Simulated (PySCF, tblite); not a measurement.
# C8H14BN: geometry, infrared bands and NMR shifts

What infrared bands and NMR shifts should C8H14BN (`C#[N+][B@-](C)(C#CC)C(C)C`) show?

Programs: tblite 0.8.0 and PySCF 2.14.0, with density-fitted response routines of our own. Each step states its level of theory. These are calculated values for one molecule in the gas phase, unless marked as measured. Atoms are numbered from 0 throughout.

### Step 1. The starting structure

24 atoms, charge 0, multiplicity 1; geometry from: force field or distance geometry start.

Bonds of the start (Å): C0–N1 1.14, N1–B2 1.51, B2–C3 1.60, B2–C4 1.54, C4–C5 1.21, C5–C6 1.47, B2–C7 1.64, C7–C8 1.54, C7–C9 1.54, C0–H10 1.07, C3–H11 1.11, C3–H12 1.12, C3–H13 1.11, C6–H14 1.11, C6–H15 1.11, C6–H16 1.11, C7–H17 1.11, C8–H18 1.11, C8–H19 1.12, C8–H20 1.12, C9–H21 1.11, C9–H22 1.10, C9–H23 1.11.

### Step 2. Optimising the geometry with GFN2-xTB

Job settings and geometry (Å):

```
{"job": {"kind": "relax", "xc": "GFN2-xTB", "basis": "xTB"}, "charge": 0, "multiplicity": 1}
C     -1.807600     2.148100    -0.695000
N     -1.038800     1.440200    -0.238900
B     -0.017400     0.511000     0.374000
C      0.534100     1.176100     1.726000
C      1.162500     0.369200    -0.608700
C      2.081800     0.256900    -1.385300
C      3.207200     0.121900    -2.317000
C     -0.693800    -0.951300     0.652600
C     -1.830200    -0.894300     1.684100
C     -1.221800    -1.606800    -0.642000
H     -2.534500     2.802800    -1.120800
H     -0.308400     1.519800     2.370000
H      1.124000     0.423700     2.312900
H      1.186800     2.040500     1.502000
H      3.223100     0.998200    -2.998500
H      4.154900     0.076500    -1.731500
H      3.085800    -0.810600    -2.898200
H      0.091800    -1.623600     1.061300
H     -2.277700    -1.896600     1.836300
H     -1.446400    -0.553200     2.674800
H     -2.641900    -0.193500     1.353200
H     -0.396400    -1.729300    -1.380600
H     -1.620800    -2.607700    -0.417000
H     -2.028100    -0.998100    -1.106000
```

Run with:

```sh
$ OMP_NUM_THREADS=1 python probes_run.py task.json out
```

The driver reads the jobs from task.json and runs them one after another.

**Question.** This job is followed by: GFN2-xTB harmonic vibrations, gas phase; GIAO PBE0/pcSseg-1 NMR shielding, non-relativistic, gas phase. What will the session give for the following? strongest single infrared mode (GFN2-xTB); zero-point energy (GFN2-xTB); 13C shifts against TMS (PBE0/pcSseg-1); 1H shifts against TMS (PBE0/pcSseg-1, means over atoms taken as alike); 15N shifts against NH3 (PBE0/pcSseg-1); 11B shifts against BF3·OEt2 (PBE0/pcSseg-1).

**Answer**, as computed:

| quantity | value |
| --- | --- |
| strongest single infrared mode (GFN2-xTB) | 2225 cm⁻¹, 275 km/mol |
| zero-point energy (GFN2-xTB) | 124.8 kcal/mol |
| 13C shifts against TMS (PBE0/pcSseg-1) | 111.0, 98.7, 98.3, 29.5, 21.9, 19.8, 12.3, 6.0 ppm |
| 1H shifts against TMS (PBE0/pcSseg-1, means over atoms taken as alike) | 4.23, 1.97, 1.07, 1.03, 0.80, 0.19 ppm |
| 15N shifts against NH3 (PBE0/pcSseg-1) | 244.3 ppm |
| 11B shifts against BF3·OEt2 (PBE0/pcSseg-1) | -30.5 ppm |

The optimisation took 64 steps and gained 0.248 eV; among the close pairs (by a distance rule), N1–B2 changed most, from 1.511 to 1.459 Å. The lowest mode is slightly imaginary (14i cm⁻¹), a soft motion within the noise of the Hessian, so the minimum is not strictly shown. The strongest single mode, at 2225 cm⁻¹, moves mainly N1 and C0. GFN2-xTB is a fitted tight-binding method: band positions and strengths are rough. Its intensities can rank the bands wrongly. At PBE0/pcSseg-1: Shielding is most anisotropic at N1 (span 509 ppm, paramagnetic term -305 ppm).
